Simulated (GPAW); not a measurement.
HfMoC2:

```xyz
4
Lattice="3.1914 0.0000 0.0000 0.0000 3.1914 0.0000 0.0000 0.0000 4.4852" Properties=species:S:1:pos:R:3 pbc="T T T"
Hf    0.0000    0.0000    0.0000
Mo    1.5957    1.5957    2.2426
C     1.5957    1.5957    0.0000
C     0.0000    0.0000    2.2426
```

The cell comes from a database or a generator and needn't be the stable form of this composition.

Base run:

| Property | Result |
| --- | --- |
| Program | GPAW 26.7.0 |
| Functional | PBEsol |
| Potentials or basis | PAW data sets generated in the run's folder for this functional |
| Cutoff | 800 eV |
| Basis | pw |
| k mesh | 7 × 7 × 5 |
| Occupations | fermi-dirac, width 0.05 eV |
| Spin | no spin polarisation |

Its results: pressure -8.0 GPa.

Q: The run is repeated on the same cell with these changes: functional from PBEsol to LDA; potentials or basis from PAW data sets generated in the run's folder for this functional to the program's PAW data sets (release 1.2.1) made for this functional. What comes out?

A: Pressure -14.3 GPa.
